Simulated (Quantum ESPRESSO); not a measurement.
A run of Quantum ESPRESSO 7.5 is set up as follows.

The input pw.in:

```
&CONTROL
  calculation = 'vc-relax'
  prefix = 'pwscf'
  outdir = './tmp'
  pseudo_dir = './pseudo'
  tprnfor = .true.
  tstress = .true.
  disk_io = 'low'
  nstep = 40
  forc_conv_thr = 0.0004
  etot_conv_thr = 1d-05
/
&SYSTEM
  ibrav = 0
  A = 4.57498087
  nat = 2
  ntyp = 2
  ecutwfc = 80
  nbnd = 23
  occupations = 'smearing'
  smearing = 'fd'
  degauss = 0.00367493
  vdw_corr = 'grimme-d3'
  dftd3_version = 3
/
&ELECTRONS
  conv_thr = 4d-10
  electron_maxstep = 120
  mixing_beta = 0.5
/
&IONS
  ion_dynamics = 'bfgs'
/
&CELL
  cell_dynamics = 'bfgs'
  press = 0
  press_conv_thr = 0.3
/
ATOMIC_SPECIES
Bi   208.9804 Bi.upf
Te   127.6000 Te.upf
CELL_PARAMETERS alat
   0.0000000000    0.7071067818    0.7071067818
   0.7071067818    0.0000000000    0.7071067818
   0.7071067818    0.7071067818    0.0000000000
ATOMIC_POSITIONS alat
Bi     0.0000000000    0.0000000000    0.0000000000
Te     0.7071067818    0.7071067818    0.7071067818
K_POINTS automatic
7 7 7 0 0 0
```

Potentials or basis: PseudoDojo 0.4.1 SR PBEsol standard.

Launch:

```sh
$ OMP_NUM_THREADS=1 mpirun -n 2 pw.x -nk 2 -in pw.in > pw.out
```

Q: What does it give for the band gap on the k mesh?

A: None (metal or under the smearing width).

Q: What does it give for the relaxed cell?

A: a = 4.505 Å, b = 4.505 Å, c = 4.505 Å, α = 60.00°, β = 60.00°, γ = 60.00°.

Q: Estimate the relaxed volume.

A: 32.33 Å³/atom.

Final structure:
```cif
data_structure
_symmetry_space_group_name_H-M 'P 1'
_symmetry_Int_Tables_number 1
_cell_length_a 4.5054
_cell_length_b 4.5054
_cell_length_c 4.5054
_cell_angle_alpha 60.000
_cell_angle_beta 60.000
_cell_angle_gamma 60.000
_cell_volume 64.67
loop_
_atom_site_label
_atom_site_type_symbol
_atom_site_fract_x
_atom_site_fract_y
_atom_site_fract_z
_atom_site_occupancy
Bi1 Bi 0.00000 0.00000 0.00000 1
Te1 Te 0.50000 0.50000 0.50000 1
```

Caveat: spin-orbit coupling is left out, which moves the levels of the heavy elements; pairwise dispersion overbinds metals, which lowers pressure and volume.
